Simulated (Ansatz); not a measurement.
Molecular dynamics of WC

The input (input.yaml):

```yaml
crystal:
  lattice:
    - [-2.995677, -5.188665, 0.0]
    - [4.493515, -2.594332, 0.0]
    - [0.0, 0.0, 5.84477]
  atoms:
    - { symbol: W, position: [0.75, 0.5, 0.0] }
    - { symbol: C, position: [0.5, 0.6666667, 0.25] }
    - { symbol: W, position: [0.75, 0.5, 0.5] }
    - { symbol: C, position: [0.5, 0.6666667, 0.75] }
    - { symbol: W, position: [0.5, 0.0, 0.0] }
    - { symbol: C, position: [0.25, 0.1666667, 0.25] }
    - { symbol: W, position: [0.5, 0.0, 0.5] }
    - { symbol: C, position: [0.25, 0.1666667, 0.75] }
    - { symbol: W, position: [0.25, 0.5, 0.0] }
    - { symbol: C, position: [0.0, 0.6666667, 0.25] }
    - { symbol: W, position: [0.25, 0.5, 0.5] }
    - { symbol: C, position: [0.0, 0.6666667, 0.75] }
    - { symbol: W, position: [0.0, 0.0, 0.0] }
    - { symbol: C, position: [0.75, 0.1666667, 0.25] }
    - { symbol: W, position: [0.0, 0.0, 0.5] }
    - { symbol: C, position: [0.75, 0.1666667, 0.75] }
basis:
  ecutwfc: 500.0
kpoints:
  mp_grid: { grid: [2, 2, 2] }
hamiltonian:
  xc: r2scan
  pseudopotentials: { kind: paw, azcp: { folder: soft_1 } }
scf:
  occupations: { method: fermi_dirac, width: 0.24 }
  lower_state_search: "off"
md:
  timestep: 0.75
  n_steps: 110
  ensemble: nvt_langevin
  temperature: 2800.0
  initial_velocities: maxwell_boltzmann
  seed: 835956
  friction: 0.02
```

Run as:

```bash
$ ansatz run input.yaml --threads 2 --pin off --max-ram 5120MiB --backend cpu --events-out ev --progress --plain --runs-dir out
```

It starts from a structure without forces on its atoms.

Output, in part (one step line in 2):

```
md step     0: t =     0.00 fs  T =  2625.0 K  F+E_penalty+E_count = -85200.41423169 eV  E_kin = 5.428920 eV  (9 SCF iters)
md step     2: t =     1.50 fs  T =  2565.1 K  F+E_penalty+E_count = -85200.36208888 eV  E_kin = 5.305132 eV  (8 SCF iters)
md step     4: t =     3.00 fs  T =  2510.9 K  F+E_penalty+E_count = -85200.20321213 eV  E_kin = 5.192979 eV  (8 SCF iters)
md step     6: t =     4.50 fs  T =  2572.8 K  F+E_penalty+E_count = -85199.94821729 eV  E_kin = 5.320901 eV  (6 SCF iters)
md step     8: t =     6.00 fs  T =  2407.2 K  F+E_penalty+E_count = -85199.63343741 eV  E_kin = 4.978467 eV  (6 SCF iters)
md step    10: t =     7.50 fs  T =  2308.3 K  F+E_penalty+E_count = -85199.26056112 eV  E_kin = 4.774000 eV  (8 SCF iters)
md step    12: t =     9.00 fs  T =  2169.5 K  F+E_penalty+E_count = -85198.87189624 eV  E_kin = 4.486771 eV  (6 SCF iters)
md step    14: t =    10.50 fs  T =  2176.7 K  F+E_penalty+E_count = -85198.44153207 eV  E_kin = 4.501813 eV  (6 SCF iters)
md step    16: t =    12.00 fs  T =  1845.0 K  F+E_penalty+E_count = -85198.02922263 eV  E_kin = 3.815795 eV  (7 SCF iters)
md step    18: t =    13.50 fs  T =  1919.9 K  F+E_penalty+E_count = -85197.68032141 eV  E_kin = 3.970680 eV  (6 SCF iters)
md step    20: t =    15.00 fs  T =  2184.1 K  F+E_penalty+E_count = -85197.37164285 eV  E_kin = 4.516972 eV  (8 SCF iters)
md step    22: t =    16.50 fs  T =  2184.2 K  F+E_penalty+E_count = -85197.14669599 eV  E_kin = 4.517346 eV  (6 SCF iters)
md step    24: t =    18.00 fs  T =  2068.9 K  F+E_penalty+E_count = -85196.97085680 eV  E_kin = 4.278728 eV  (6 SCF iters)
md step    26: t =    19.50 fs  T =  2111.3 K  F+E_penalty+E_count = -85196.85104291 eV  E_kin = 4.366427 eV  (6 SCF iters)
md step    28: t =    21.00 fs  T =  2283.4 K  F+E_penalty+E_count = -85196.79152808 eV  E_kin = 4.722534 eV  (6 SCF iters)
md step    30: t =    22.50 fs  T =  2074.5 K  F+E_penalty+E_count = -85196.74391366 eV  E_kin = 4.290379 eV  (8 SCF iters)
md step    32: t =    24.00 fs  T =  1825.4 K  F+E_penalty+E_count = -85196.66423246 eV  E_kin = 3.775211 eV  (6 SCF iters)
md step    34: t =    25.50 fs  T =  1760.2 K  F+E_penalty+E_count = -85196.61960114 eV  E_kin = 3.640293 eV  (6 SCF iters)
md step    36: t =    27.00 fs  T =  1923.5 K  F+E_penalty+E_count = -85196.57936098 eV  E_kin = 3.978148 eV  (6 SCF iters)
md step    38: t =    28.50 fs  T =  1857.0 K  F+E_penalty+E_count = -85196.51456886 eV  E_kin = 3.840599 eV  (6 SCF iters)
md step    40: t =    30.00 fs  T =  2020.6 K  F+E_penalty+E_count = -85196.46596744 eV  E_kin = 4.178827 eV  (8 SCF iters)
md step    42: t =    31.50 fs  T =  2272.5 K  F+E_penalty+E_count = -85196.37846999 eV  E_kin = 4.699990 eV  (6 SCF iters)
md step    44: t =    33.00 fs  T =  2147.5 K  F+E_penalty+E_count = -85196.21784580 eV  E_kin = 4.441297 eV  (7 SCF iters)
md step    46: t =    34.50 fs  T =  1909.8 K  F+E_penalty+E_count = -85196.04455644 eV  E_kin = 3.949690 eV  (6 SCF iters)
md step    48: t =    36.00 fs  T =  1762.1 K  F+E_penalty+E_count = -85195.87509714 eV  E_kin = 3.644274 eV  (6 SCF iters)
md step    50: t =    37.50 fs  T =  1722.8 K  F+E_penalty+E_count = -85195.71465417 eV  E_kin = 3.562959 eV  (8 SCF iters)
md step    52: t =    39.00 fs  T =  1670.7 K  F+E_penalty+E_count = -85195.53320648 eV  E_kin = 3.455333 eV  (6 SCF iters)
md step    54: t =    40.50 fs  T =  2001.5 K  F+E_penalty+E_count = -85195.35584818 eV  E_kin = 4.139488 eV  (7 SCF iters)
md step    56: t =    42.00 fs  T =  2133.5 K  F+E_penalty+E_count = -85195.18138540 eV  E_kin = 4.412482 eV  (7 SCF iters)
md step    58: t =    43.50 fs  T =  2232.5 K  F+E_penalty+E_count = -85195.02079612 eV  E_kin = 4.617178 eV  (7 SCF iters)
md step    60: t =    45.00 fs  T =  2180.1 K  F+E_penalty+E_count = -85194.82744769 eV  E_kin = 4.508828 eV  (9 SCF iters)
md step    62: t =    46.50 fs  T =  2148.5 K  F+E_penalty+E_count = -85194.61165818 eV  E_kin = 4.443410 eV  (7 SCF iters)
md step    64: t =    48.00 fs  T =  2218.0 K  F+E_penalty+E_count = -85194.40379208 eV  E_kin = 4.587131 eV  (7 SCF iters)
md step    66: t =    49.50 fs  T =  2145.7 K  F+E_penalty+E_count = -85194.17740099 eV  E_kin = 4.437648 eV  (6 SCF iters)
md step    68: t =    51.00 fs  T =  2124.4 K  F+E_penalty+E_count = -85193.91178494 eV  E_kin = 4.393611 eV  (6 SCF iters)
md step    70: t =    52.50 fs  T =  2023.7 K  F+E_penalty+E_count = -85193.69039115 eV  E_kin = 4.185234 eV  (8 SCF iters)
md step    72: t =    54.00 fs  T =  2096.4 K  F+E_penalty+E_count = -85193.54236026 eV  E_kin = 4.335644 eV  (6 SCF iters)
md step    74: t =    55.50 fs  T =  2162.0 K  F+E_penalty+E_count = -85193.45206744 eV  E_kin = 4.471386 eV  (6 SCF iters)
md step    76: t =    57.00 fs  T =  2123.2 K  F+E_penalty+E_count = -85193.40413658 eV  E_kin = 4.391064 eV  (7 SCF iters)
md step    78: t =    58.50 fs  T =  2141.0 K  F+E_penalty+E_count = -85193.45596248 eV  E_kin = 4.428021 eV  (6 SCF iters)
md step    80: t =    60.00 fs  T =  1899.5 K  F+E_penalty+E_count = -85193.54474621 eV  E_kin = 3.928477 eV  (8 SCF iters)
md step    82: t =    61.50 fs  T =  2098.9 K  F+E_penalty+E_count = -85193.57202395 eV  E_kin = 4.340902 eV  (6 SCF iters)
md step    84: t =    63.00 fs  T =  2320.4 K  F+E_penalty+E_count = -85193.58241902 eV  E_kin = 4.798926 eV  (6 SCF iters)
md step    86: t =    64.50 fs  T =  2386.3 K  F+E_penalty+E_count = -85193.54577422 eV  E_kin = 4.935170 eV  (7 SCF iters)
md step    88: t =    66.00 fs  T =  2319.4 K  F+E_penalty+E_count = -85193.46416250 eV  E_kin = 4.796992 eV  (6 SCF iters)
md step    90: t =    67.50 fs  T =  2239.3 K  F+E_penalty+E_count = -85193.36977168 eV  E_kin = 4.631313 eV  (9 SCF iters)
md step    92: t =    69.00 fs  T =  2327.4 K  F+E_penalty+E_count = -85193.26534371 eV  E_kin = 4.813439 eV  (6 SCF iters)
md step    94: t =    70.50 fs  T =  2219.1 K  F+E_penalty+E_count = -85193.13715911 eV  E_kin = 4.589500 eV  (7 SCF iters)
md step    96: t =    72.00 fs  T =  1985.2 K  F+E_penalty+E_count = -85193.04797485 eV  E_kin = 4.105750 eV  (7 SCF iters)
md step    98: t =    73.50 fs  T =  1950.1 K  F+E_penalty+E_count = -85192.97398201 eV  E_kin = 4.033024 eV  (7 SCF iters)
md step   100: t =    75.00 fs  T =  1788.8 K  F+E_penalty+E_count = -85193.02537936 eV  E_kin = 3.699472 eV  (9 SCF iters)
md step   102: t =    76.50 fs  T =  1994.2 K  F+E_penalty+E_count = -85193.16408197 eV  E_kin = 4.124329 eV  (6 SCF iters)
md step   104: t =    78.00 fs  T =  2164.7 K  F+E_penalty+E_count = -85193.29325444 eV  E_kin = 4.476856 eV  (7 SCF iters)
md step   106: t =    79.50 fs  T =  2423.8 K  F+E_penalty+E_count = -85193.40751185 eV  E_kin = 5.012821 eV  (7 SCF iters)
md step   108: t =    81.00 fs  T =  2503.8 K  F+E_penalty+E_count = -85193.55715550 eV  E_kin = 5.178256 eV  (7 SCF iters)
md step   110: t =    82.50 fs  T =  2930.6 K  F+E_penalty+E_count = -85193.73312524 eV  E_kin = 6.060969 eV  (9 SCF iters)
```

All steps were run. The mean temperature of the second half is 22 % below the set value. A run of 0.083 ps of so small a system gives no equilibrium averages. Limits of this set-up: coarse k mesh.

Mean squared displacements from the first frame to the last, about the centre of mass: W 0.05 Å², C 0.07 Å².

Last frame:

```xyz
16
Lattice="-2.9957 -5.1887 0.0000 4.4935 -2.5943 0.0000 0.0000 0.0000 5.8448" Properties=species:S:1:pos:R:3
W 0.166 -5.042 0.003
C 1.602 -4.295 1.580
W -0.180 -5.024 2.941
C 1.540 -4.538 4.237
W -1.768 -2.659 0.124
C 0.120 -1.465 1.637
W -1.385 -2.302 3.046
C -0.292 -1.512 4.639
W 1.476 -2.490 -0.219
C 3.119 -1.647 1.581
W 1.611 -2.350 3.036
C 2.945 -1.467 4.344
W 0.080 0.040 0.145
C -1.257 -4.207 1.217
W -0.143 0.108 3.032
C -1.527 -4.252 4.423
```

Run time: 24 min on 2 threads of Arm Neoverse V1, with other jobs on the host, peak memory 0.99 GiB.
